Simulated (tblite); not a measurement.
# C9H14Al: the cost of one run

Computed with tblite 0.8.0 (tight binding) and PySCF 2.14.0 (DFT, with response routines of our own); each step states its level. Atoms count from 0 throughout.

## 1. The starting structure

24 atoms, charge -1, multiplicity 1; geometry from: UFF geometry.

Bonds of the start (Å): Al3–H12 1.61, Al3–H13 1.60, Al3–H14 1.59, C0–C1 1.20, C0–H10 1.06, C1–C2 1.47, C2–Al3 1.99, C2–C4 1.51, C2–H11 1.12, C4–C5 1.35, C4–C6 1.53, C5–H15 1.08, C5–H16 1.08, C6–C7 1.53, C6–C9 1.54, C6–H17 1.10, C7–C8 1.52, C7–H18 1.11, C7–H19 1.12, C8–C9 1.53, C8–H20 1.11, C8–H21 1.11, C9–H22 1.10, C9–H23 1.11.

## 2. GFN2-xTB relaxation, conformer 1

What the job is given:

```
{"job": {"xc": "GFN2-xTB", "basis": "xTB", "kind": "relax"}, "charge": -1, "multiplicity": 1}
C     -1.757300     2.611600     0.970500
C     -1.737200     1.521300     0.463500
C     -1.684400     0.177500    -0.132500
Al    -1.789800    -1.267700     1.233200
C     -0.503000     0.011000    -1.060000
C     -0.717800    -0.525300    -2.285400
C      0.924400     0.462400    -0.735400
C      1.939600    -0.686900    -0.733200
C      2.317100    -0.379400     0.702100
C      1.286700     0.749400     0.733200
H     -1.797300     3.575700     1.407200
H     -2.646900     0.070600    -0.701700
H     -1.768200    -0.630500     2.713200
H     -3.134100    -2.105900     1.040700
H     -0.536500    -2.238400     1.073800
H      0.100500    -0.641400    -2.977700
H     -1.697900    -0.854400    -2.588500
H      1.250900     1.281100    -1.400200
H      2.772100    -0.514800    -1.440000
H      1.478700    -1.699200    -0.824700
H      3.353800    -0.001600     0.800700
H      2.055800    -1.200000     1.401400
H      0.514500     0.565500     1.498100
H      1.764400     1.739200     0.849500
```

On the command line:

```sh
$ OMP_NUM_THREADS=1 python ens_run.py task.json out
```

One launch serves the whole session.

Q: Estimate the wall time of this first job on 1 thread of Arm Neoverse N1, shared host.

About 3.1 s.
